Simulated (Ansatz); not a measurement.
# C2H6BBrS: up Jacob's ladder to CCSD(T)

One table from this session's results is given with a row withheld; the runs are named, their logs left out.

Program: Ansatz 0.2.0, Gaussian basis. Level of theory: functionals in def2-TZVPP, the program's frozen cores in correlated methods. These are calculated values, not measurements.

The runs, in order: LDA (SPW92), PBE-D4, revPBE-D4, BLYP-D4, r2SCAN-D4, B97M-V, PBE0-D4, B3LYP-D4, r2SCANh-D4, r2SCAN0-D4, HSE06-D4, BHLYP-D4, CAM-B3LYP-D4, LC-ωPBE, ωB97X-V, ωB97M-V, B2PLYP, PBE-QIDH; CCSD(T)/def2-SVP; CCSD(T)/def2-TZVPP; MP2/def2-QZVPP; extrapolation to the limit; RPA on PBE.

## Structure used throughout

The geometry comes from an earlier relaxation with PBE0-D4 in a triple-zeta def2 set; it is a stationary point, not always the lowest conformer.

SMILES `CCB(S)Br`, 11 atoms, charge 0, spin multiplicity 1.

Atoms are counted from 1 here; the program's logs count them from 0.

Bond lengths: C1–C2 1.527 Å, C1–H6 1.092 Å, C1–H7 1.091 Å, C1–H8 1.092 Å, C2–B3 1.563 Å, C2–H9 1.100 Å, C2–H10 1.095 Å, B3–S4 1.786 Å, B3–Br5 1.930 Å, S4–H11 1.345 Å. Angles: C2–C1–H6 111.0°, C2–C1–H7 111.2°, C2–C1–H8 111.2°, H6–C1–H7 108.0°, H6–C1–H8 107.8°, H7–C1–H8 107.5°, C1–C2–B3 116.1°, C1–C2–H9 109.1°, C1–C2–H10 110.3°, B3–C2–H9 105.4°, B3–C2–H10 110.0°, H9–C2–H10 105.4°, C2–B3–S4 125.3°, C2–B3–Br5 120.3°, S4–B3–Br5 114.3°, B3–S4–H11 96.8°.

The first run:

The input, in.yaml:

```yaml
crystal:
  periodic: [false, false, false]
  atoms:
    - {symbol: C, position_ang: [-0.661620, 1.285151, 0.348689]}
    - {symbol: C, position_ang: [0.071039, -0.040877, 0.536341]}
    - {symbol: B, position_ang: [0.666654, -0.685642, -0.756771]}
    - {symbol: S, position_ang: [0.657499, -2.429609, -1.139988]}
    - {symbol: Br, position_ang: [1.554439, 0.411295, -2.073041]}
    - {symbol: H, position_ang: [-1.005054, 1.681097, 1.306646]}
    - {symbol: H, position_ang: [-0.013553, 2.031970, -0.112703]}
    - {symbol: H, position_ang: [-1.535747, 1.166205, -0.295569]}
    - {symbol: H, position_ang: [0.928644, 0.113943, 1.208112]}
    - {symbol: H, position_ang: [-0.574064, -0.761218, 1.049932]}
    - {symbol: H, position_ang: [-0.022938, -2.829315, -0.050846]}
basis:
  gaussian: {orbitals: def2-TZVPP}
hamiltonian: {xc: lda}
output: {orbitals: {seedname: orbitals}}
```

On the command line:

```console
$ ansatz run in.yaml --threads 4 --pin off --events-out ev --progress --plain --max-ram 10444MiB
```

Steps of the session up to this table: LDA; PBE-D4 (GGA); revPBE-D4 (GGA); BLYP-D4 (GGA); r2SCAN-D4 (meta-GGA); B97M-V (meta-GGA); PBE0-D4 (hybrid); B3LYP-D4 (hybrid); r2SCANh-D4 (hybrid); r2SCAN0-D4 (hybrid); HSE06-D4 (hybrid); BHLYP-D4 (hybrid); CAM-B3LYP-D4 (range-separated); LC-ωPBE (range-separated); ωB97X-V (range-separated); ωB97M-V (range-separated); B2PLYP (double hybrid); PBE-QIDH (double hybrid).

One of the session's tables, all rows but one given; the rest of the session is left out.

It belongs to the step «Orbital energies across the functionals». 

| functional | HOMO (eV) | gap (eV) |
| --- | --- | --- |
| LDA (SPW92) | -6.91 | 4.75 |
| PBE-D4 | -6.77 | 4.83 |
| revPBE-D4 | -6.72 | 4.88 |
| BLYP-D4 | -6.59 | 4.84 |
| r2SCAN-D4 | -7.06 | 5.40 |
| B97M-V | -7.12 | 5.57 |
| PBE0-D4 | -7.96 | 6.92 |
| B3LYP-D4 | -7.70 | 6.50 |
| r2SCANh-D4 | -7.50 | 6.15 |
| r2SCAN0-D4 | -8.15 | 7.28 |
| HSE06-D4 | -7.56 | 6.14 |
| BHLYP-D4 | -8.98 | 9.02 |
| CAM-B3LYP-D4 | ? | ? |
| LC-ωPBE | -10.62 | 11.80 |
| ωB97X-V | -10.26 | 11.39 |
| ωB97M-V | -10.10 | 11.07 |

Estimate the missing values for CAM-B3LYP-D4.

The run gave: HOMO (eV): -9.23; gap (eV): 9.34. In the column «HOMO (eV)» it lies between ωB97M-V (-10.10) and BHLYP-D4 (-8.98).
